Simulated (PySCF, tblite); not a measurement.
# C6H11B: geometry, infrared bands, NMR shifts, spin-spin couplings, electronic excitations and core binding energies

Wanted: the infrared bands, NMR shifts, spin-spin couplings, electronic excitations and core binding energies of C6H11B (`CC#CCB(C)C`), by calculation.

The runs use tblite 0.8.0 and PySCF 2.14.0, with density-fitted response routines of our own; the level of theory stands in each step. All values are computed, except where a source is named. Atoms count from 0, in the outputs and in this text.

## Step 1: Starting geometry

18 atoms, charge 0, multiplicity 1; geometry from: force field or distance geometry start.

Bonds of the start (Å): C0–C1 1.47, C1–C2 1.20, C2–C3 1.49, C3–B4 1.59, B4–C5 1.60, B4–C6 1.59, C0–H7 1.11, C0–H8 1.09, C0–H9 1.10, C3–H10 1.11, C3–H11 1.13, C5–H12 1.11, C5–H13 1.08, C5–H14 1.12, C6–H15 1.10, C6–H16 1.12, C6–H17 1.12.

## Step 2: Optimising the geometry with GFN2-xTB

The job: settings as JSON, then the geometry in Å.

```
{"job": {"kind": "relax", "xc": "GFN2-xTB", "basis": "xTB"}, "charge": 0, "multiplicity": 1}
C      3.459600    -0.057800     0.070600
C      2.057600    -0.460500     0.278500
C      0.928800    -0.826300     0.464400
C     -0.487800    -1.233500     0.649000
B     -1.442400    -0.184600    -0.064200
C     -0.687800     1.021400    -0.804200
C     -2.855400     0.248800     0.527500
H      4.131000    -0.937500    -0.036100
H      3.775400     0.495600     0.953700
H      3.526800     0.576700    -0.826500
H     -0.688300    -1.311600     1.738900
H     -0.607100    -2.240000     0.148000
H      0.109000     0.551200    -1.408500
H     -1.416500     1.575900    -1.378700
H     -0.187500     1.594800     0.016000
H     -3.477600    -0.591000     0.865800
H     -3.413300     0.742800    -0.307600
H     -2.733400     1.042200     1.307500
```

Run with:

```sh
OMP_NUM_THREADS=1 python probes_run.py task.json out
```

One launch serves the whole session: the jobs run in the order shown.

**Question.** This job is followed by: GFN2-xTB harmonic vibrations, gas phase; PBE0-D3(BJ)/def2-SVP geometry optimisation, gas phase; GIAO PBE0/pcSseg-1 NMR shielding, non-relativistic, gas phase; B3LYP/pcJ-1 indirect spin-spin coupling, non-relativistic, gas phase; TDDFT wB97X-D/def2-SVPD, vertical, gas phase, core orbitals frozen in the response; GIAO WP04/pcSseg-1 NMR shielding, non-relativistic, gas phase; delta-SCF UKS SCAN, pcX-2 on the ionised atom, pcseg-1 elsewhere, spin-free X2C. Predict these results of the whole session: strongest single infrared mode (GFN2-xTB); zero-point energy (GFN2-xTB); point group; rotational constants (main isotopes); 13C shifts against TMS (PBE0/pcSseg-1, means over atoms taken as alike); 1H shifts against TMS (PBE0/pcSseg-1, means over atoms taken as alike); 11B shifts against BF3·OEt2 (PBE0/pcSseg-1); largest coupling of the table (B3LYP/pcJ-1); lowest singlet (wB97X-D/def2-SVPD); brightest single state of those computed; lowest triplet; vertical ionisation energy (ΔSCF); C1s binding energies, SCAN/pcX-2; range of the shift of C1.

The runs gave:

| quantity | value |
| --- | --- |
| strongest single infrared mode (GFN2-xTB) | 1168 cm⁻¹, 182 km/mol |
| zero-point energy (GFN2-xTB) | 93.7 kcal/mol |
| point group | C1 |
| rotational constants (main isotopes) | 6.37, 1.10, 0.96 GHz |
| 13C shifts against TMS (PBE0/pcSseg-1, means over atoms taken as alike) | 83.8, 80.6, 23.2, 15.1, 4.8 ppm |
| 1H shifts against TMS (PBE0/pcSseg-1, means over atoms taken as alike) | 2.14, 1.85, 0.97 ppm |
| 11B shifts against BF3·OEt2 (PBE0/pcSseg-1) | 88.4 ppm |
| largest coupling of the table (B3LYP/pcJ-1) | 1J(C,C) C1–C2, 199.3 Hz |
| lowest singlet (wB97X-D/def2-SVPD) | 5.89 eV (211 nm), f = 0.000 |
| brightest single state of those computed | state 9, 7.53 eV, f = 0.014 |
| lowest triplet | 5.45 eV |
| vertical ionisation energy (ΔSCF) | 8.92 eV |
| C1s binding energies, SCAN/pcX-2 | C0 291.29, C3 290.54, C5 289.83, C2 289.70, C1 289.62 eV |
| range of the shift of C1 | 74.2 to 80.6 ppm |

**Reading.** Over 68 steps the energy fell by 0.608 eV; of the close pairs, C2–C3 changed most, 1.485 to 1.450 Å (GFN2-xTB). No mode is imaginary among the 48: a minimum at this level. The strongest single mode, at 1168 cm⁻¹, moves mainly B4. GFN2-xTB is a fitted tight-binding method: band positions and strengths are rough. Its intensities can rank the bands wrongly. Over 10 steps the energy fell by 0.172 eV; of the close pairs, C2–C3 changed most, 1.398 to 1.453 Å (PBE0/def2-SVP). At PBE0/pcSseg-1: Shielding is most anisotropic at C2 (span 263 ppm, paramagnetic term -160 ppm). Of the pairs tabulated at B3LYP/pcJ-1, C1–C2 couples most strongly (199.3 Hz; Fermi contact 191.2 Hz). Couplings across rotatable bonds belong to this one conformer; where others are populated, the observed values are averages. The lowest singlet, at 5.89 eV, is HOMO→LUMO 0.87, HOMO−3→LUMO 0.10 and is dark; of the 10 states computed, the strongest absorption comes from state 9 at 7.53 eV. The lowest triplet lies 0.43 eV below the lowest singlet (triplets in Tamm-Dancoff, singlets in full TDDFT). The orbital energy would give 8.67 eV for ionisation, ΔSCF gives 8.92 eV. Across the 2 runs the shift of C1 moves most, between 74.2 (WP04/pcSseg-1) and 80.6 ppm (PBE0/pcSseg-1).
